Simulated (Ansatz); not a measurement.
# CHGe2 (doublet): wave-function methods side by side at a displaced geometry (v1), cc-pVDZ

One table from this session's results is given with a row withheld; the runs are named, their logs left out.

Computed with Ansatz 0.2.0, Gaussian basis. Level: cc-pVDZ, core rule «outside noble gas», up to 29 orbitals frozen.

To be run: UHF; CCSD(T) on ROHF; CCSD(T) on UHF; BCCD(T) on ROHF; CISD as a restricted active space (open shells left free, so some higher excitations enter); CCSDT(Q) on ROHF; CCSDT(Q) on UHF; CASSCF and MRCISD+Q, 9 electrons in 9 orbitals; CASSCF and NEVPT2, 9 electrons in 9 orbitals.

19 further runs of the same task are left out: 10 that didn't finish, 9 set aside as unsound or not needed. Runs told in other sessions of the task aren't counted.

### The geometry

The geometry is a PBE0/def2-TZVP stationary point (not a proven minimum) with its atoms shifted at random (size 0.040 Å). No spin-orbit coupling is included. The filled d shell of Ge may be among the frozen orbitals whatever the setting's name suggests.

4 atoms, charge 0, spin multiplicity 2.

Atoms are counted from 1 here; the program's logs count them from 0.

Bond lengths: C1–Ge2 1.861 Å, C1–Ge3 1.873 Å, Ge2–H4 1.818 Å, Ge3–H4 1.871 Å. Angles: Ge2–C1–Ge3 98.8°, C1–Ge2–H4 81.2°, C1–Ge3–H4 79.5°, Ge2–H4–Ge3 100.4°.

The first run:

in.yaml

```yaml
crystal:
  periodic: [false, false, false]
  atoms:
    - {symbol: C, position_ang: [-0.020891, 1.130222, 0.029943]}
    - {symbol: Ge, position_ang: [-0.021724, -0.114326, 1.413918]}
    - {symbol: Ge, position_ang: [0.026240, -0.055016, -1.418952]}
    - {symbol: H, position_ang: [-0.076537, -1.263684, 0.005979]}
basis:
  gaussian: {orbitals: cc-pVDZ}
magnetization: {spin_polarized: true, initial_magnetization: 1}
hamiltonian: {xc: hf}
output: {orbitals: {seedname: orbitals}}
```

Launch:

```
$ ansatz run in.yaml --threads 1 --pin off --events-out ev --progress --plain --max-ram 2393MiB
```

Steps of the session up to this table: UHF; CCSD(T) on ROHF; CCSD(T) on UHF; BCCD(T) on ROHF; CISD as a restricted active space (open shells left free, so some higher excitations enter); CCSDT(Q) on ROHF; CCSDT(Q) on UHF; CASSCF and MRCISD+Q, 9 electrons in 9 orbitals; CASSCF and NEVPT2, 9 electrons in 9 orbitals.

One of the session's tables, all rows but one given; the rest of the session is left out.

| method | from UCCSDT(Q) (kJ/mol) |
| --- | --- |
| ROHF | +851.0 |
| UHF | +832.2 |
| RMP2 | +136.7 |
| UMP2 | +146.6 |
| RCCSD | +53.9 |
| UCCSD | +53.3 |
| RCCSD(T) | +8.7 |
| UCCSD(T) | +9.5 |
| BCCD(T) | +8.0 |
| RCCSDT | +4.7 |
| UCCSDT | +4.6 |
| RCCSDT(Q) | +0.4 |
| UCCSDT(Q) | 0 |
| CASSCF frontier | ? |
| MRCISD frontier | +82.9 |
| MRCISD+Q frontier | +15.9 |

**Question.** Estimate the row for CASSCF frontier.

**Answer.** from UCCSDT(Q) (kJ/mol): +610.6. In the column «from UCCSDT(Q) (kJ/mol)» it lies between UMP2 (+146.6) and UHF (+832.2).

Not comparable, so not listed: CISD as a restricted active space (open shells left free, so some higher excitations enter); CASSCF and NEVPT2, 9 electrons in 9 orbitals (they don't share determinant, frozen orbitals or solution with the rows shown, or repeat one).

To keep in mind: Restricted and unrestricted rows rest on different reference determinants; a gap between their highest levels can come from leftover correlation error, from unlike frozen cores or from another state. Warnings in the runs' records: passed over end.
